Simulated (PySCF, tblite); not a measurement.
# C2H12FPSi3: geometry, infrared bands and NMR shifts

Aim: predict the infrared bands and NMR shifts of C2H12FPSi3 (`C[SiH](C)P([SiH3])[SiH2]F`).

Computed with tblite 0.8.0 and PySCF 2.14.0, with density-fitted response routines of our own, on a single molecule in the gas phase. Atoms are numbered from 0 throughout.

### Step 1. The molecule as given

19 atoms, charge 0, multiplicity 1; geometry from: force field or distance geometry start.

Bonds of the start (Å): C0–Si1 1.86, Si1–C2 1.84, Si1–P3 2.21, P3–Si4 2.19, P3–Si5 2.18, Si5–F6 1.60, C0–H7 1.10, C0–H8 1.09, C0–H9 1.10, Si1–H10 1.47, C2–H11 1.09, C2–H12 1.11, C2–H13 1.10, Si4–H14 1.49, Si4–H15 1.48, Si4–H16 1.48, Si5–H17 1.48, Si5–H18 1.49.

### Step 2. Geometry optimisation with GFN2-xTB

The job: settings as JSON, then the geometry in Å.

```
{"job": {"kind": "relax", "xc": "GFN2-xTB", "basis": "xTB"}, "charge": 0, "multiplicity": 1}
C     -1.179900    -1.991900    -0.738400
Si    -0.766500    -0.203300    -0.450700
C     -2.299200     0.788700    -0.231600
P      0.476200    -0.043600     1.369900
Si     2.326200    -0.923600     0.589600
Si     1.155900     2.011000     1.072800
F     -0.080100     2.992900     1.333100
H     -1.711300    -2.414100     0.123100
H     -0.291400    -2.598400    -0.919600
H     -1.842600    -2.090400    -1.608200
H      0.006100     0.301700    -1.600500
H     -2.095200     1.855500    -0.121700
H     -2.880900     0.472500     0.654200
H     -2.955400     0.680000    -1.110400
H      2.682100    -0.321900    -0.726200
H      3.421800    -0.678200     1.560600
H      2.131300    -2.378700     0.423900
H      1.663700     2.228600    -0.300400
H      2.229100     2.322500     2.061400
```

On the command line:

```sh
> OMP_NUM_THREADS=1 python probes_run.py task.json out
```

One launch serves the whole session: the jobs run in the order shown.

**Question.** This job is followed by: GFN2-xTB harmonic vibrations, gas phase; GIAO PBE0/pcSseg-1 NMR shielding, non-relativistic, gas phase. Predict these results of the whole session: strongest single infrared mode (GFN2-xTB); zero-point energy (GFN2-xTB); 13C shifts against TMS (PBE0/pcSseg-1, means over atoms taken as alike); 1H shifts against TMS (PBE0/pcSseg-1, means over atoms taken as alike); 29Si shifts against TMS (PBE0/pcSseg-1); 31P shifts against H3PO4 (PBE0/pcSseg-1); 19F shifts against CFCl3 (PBE0/pcSseg-1).

The runs gave:

| quantity | value |
| --- | --- |
| strongest single infrared mode (GFN2-xTB) | 2277 cm⁻¹, 339 km/mol |
| zero-point energy (GFN2-xTB) | 79.7 kcal/mol |
| 13C shifts against TMS (PBE0/pcSseg-1, means over atoms taken as alike) | -0.5 ppm |
| 1H shifts against TMS (PBE0/pcSseg-1, means over atoms taken as alike) | 5.67, 4.87, 3.94, 0.41 ppm |
| 29Si shifts against TMS (PBE0/pcSseg-1) | 19.4, -12.3, -92.8 ppm |
| 31P shifts against H3PO4 (PBE0/pcSseg-1) | -328.4 ppm |
| 19F shifts against CFCl3 (PBE0/pcSseg-1) | -228.2 ppm |

What this shows: Relaxing lowered the energy by 0.217 eV in 72 steps; the close pair that moved most is Si1–C2, from 1.839 to 1.900 Å. No mode is imaginary among the 51: a minimum at this level. The strongest single mode, at 2277 cm⁻¹, moves mainly H17. Unscaled tight-binding wavenumbers are off by several per cent, some by more. Its intensities can rank the bands wrongly. At PBE0/pcSseg-1: Shielding is most anisotropic at Si5 (span 147 ppm, paramagnetic term -549 ppm).
